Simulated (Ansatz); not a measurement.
What does this script print? It uses the Python package of Ansatz (0.2.0).

`scan_h4os2si.py`:
```python
# -*- coding: utf-8 -*-
import ansatz as az
from ase import Atoms
import numpy as np


def main():
    atoms = Atoms(['O', 'Si', 'S', 'S', 'H', 'H', 'H', 'H'], positions=[
        (0.2255, 1.2367, -1.162),
        (0.9551, 0.3289, -0.0644),
        (-0.0021, -1.5994, -0.1476),
        (-1.8298, -1.0566, 0.3023),
        (-0.6653, 0.9104, -1.502),
        (0.7864, 0.9281, 1.2873),
        (2.4196, 0.2239, -0.4098),
        (-1.7973, -1.0291, 1.6403),
    ])
    mol = az.Crystal.molecule_from_ase(atoms)

    symbols = [site.symbol for site in mol.cartesian_sites]
    start = np.array([site.position_ang for site in mol.cartesian_sites])
    axis = (start[3] - start[2]) / np.linalg.norm(start[3] - start[2])
    moving = [3, 7]
    lengths, energies = [1.724, 1.802, 1.881, 1.959, 2.037, 2.116, 2.194, 2.312], []
    for length in lengths:
        xyz = start.copy()
        xyz[moving] += (length - np.linalg.norm(start[3] - start[2])) * axis
        point = az.Crystal.molecule()
        for symbol, place in zip(symbols, xyz):
            point = point.atom(symbol, place.tolist())
        base = (
            point.calculation()
            .basis(gaussian='6-31G*')
            .functional('CAM-B3LYP')
        )
        data = base.run(threads=1, pin='off').report
        energies.append(data['free_energy_ev'])
        print(f'r = {length:6.3f} A  E = {energies[-1]:.5f} eV  <S^2> = {abs(data["mean_field"]["state"]["spin_squared"]):.3f}')

    fit = np.polynomial.Polynomial.fit(lengths, np.array(energies) - min(energies), 4).convert()
    roots = [r.real for r in fit.deriv().roots() if abs(r.imag) < 1e-9 and fit.deriv(2)(r.real) > 0]
    r_e = min(roots, key=lambda r: abs(r - lengths[int(np.argmin(energies))]))
    print(f'minimum of the fit at {r_e:.4f} A, force constant {fit.deriv(2)(r_e):.2f} eV/A^2')


if __name__ == '__main__':
    main()
```

Output of `python scan_h4os2si.py`:
```text
r =  1.724 A  E = -31658.14894 eV  <S^2> = 0.000
r =  1.802 A  E = -31659.08453 eV  <S^2> = 0.000
r =  1.881 A  E = -31659.67744 eV  <S^2> = 0.000
r =  1.959 A  E = -31660.00970 eV  <S^2> = 0.000
r =  2.037 A  E = -31660.16081 eV  <S^2> = 0.000
r =  2.116 A  E = -31660.18205 eV  <S^2> = 0.000
r =  2.194 A  E = -31660.11166 eV  <S^2> = 0.000
r =  2.312 A  E = -31659.89386 eV  <S^2> = 0.000
minimum of the fit at 2.0912 A, force constant 15.95 eV/A^2
```

Caveats:
- Total energies depend on the basis set; only differences at equal settings carry meaning.
- The rest of the molecule is held rigid at a force-field or estimated start geometry, and the basis set is modest; single-reference methods fail as a bond breaks.
- The orbitals are restricted, so S² is zero by construction.
- Toward dissociation an unrestricted state can lie under the restricted one, by tenths of an eV for polar bonds under a functional and by 1 to 2 eV or more for others.
- Hardware and time: 34 s on 1 thread of Arm Neoverse V1 (shared host), peak memory 0.25 GiB.
